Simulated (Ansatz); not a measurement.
# F2H3SbSi: the cost of one run

Computed with Ansatz 0.2.0, Gaussian basis. Level: the settings change from run to run.

## (1) The molecule

The structure was relaxed beforehand with PBE0-D4 in a triple-zeta def2 set. Sb takes a core potential in def2 sets; no spin-orbit term is included.

SMILES `[F][Sb]([F])[SiH3]`, 7 atoms, charge 0, spin multiplicity 1.

Atoms are counted from 1 here; the program's logs count them from 0.

Bond lengths: F1–Sb2 1.912 Å, Sb2–F3 1.912 Å, Sb2–Si4 2.614 Å, Si4–H5 1.487 Å, Si4–H6 1.487 Å, Si4–H7 1.483 Å. Angles: F1–Sb2–F3 95.3°, F1–Sb2–Si4 92.2°, F3–Sb2–Si4 92.2°, Sb2–Si4–H5 109.0°, Sb2–Si4–H6 109.0°, Sb2–Si4–H7 108.3°, H5–Si4–H6 109.1°, H5–Si4–H7 110.7°, H6–Si4–H7 110.7°.

Geometry (Å):

```xyz
7
charge 0, multiplicity 1
F     0.0076   -1.5863    1.8445
Sb    1.0367   -0.0460    1.3690
F     2.2277   -0.9813    0.2010
Si   -0.5805    0.5502   -0.5966
H     0.0517    1.5957   -1.4448
H    -1.8513    1.0817   -0.0355
H    -0.8306   -0.6819   -1.3835
```

## (2) B2GP-PLYP/def2-TZVPD

Options: atoms shaken by 0.03 Å.

File in.yaml:

```yaml
crystal:
  periodic: [false, false, false]
  atoms:
    - {symbol: F, position_ang: [-0.013415, -1.590139, 1.791311]}
    - {symbol: Sb, position_ang: [1.037379, -0.039533, 1.354731]}
    - {symbol: F, position_ang: [2.268636, -0.970254, 0.272012]}
    - {symbol: Si, position_ang: [-0.571240, 0.562430, -0.578444]}
    - {symbol: H, position_ang: [0.113731, 1.563949, -1.434484]}
    - {symbol: H, position_ang: [-1.852675, 1.056251, -0.028224]}
    - {symbol: H, position_ang: [-0.840965, -0.708905, -1.368371]}
basis:
  gaussian: {orbitals: def2-TZVPD}
hamiltonian: {xc: {name: B2GP-PLYP}}
output: {forces: true}
```

On the command line:

```sh
ansatz run in.yaml --threads 4 --pin off --events-out ev --progress --plain --max-ram 10444MiB
```

**Question.** How long does this run take on 4 threads of Arm Neoverse V2, shared host, and how much memory does it need?

About 9.5 s, with a peak of 0.73 GiB.
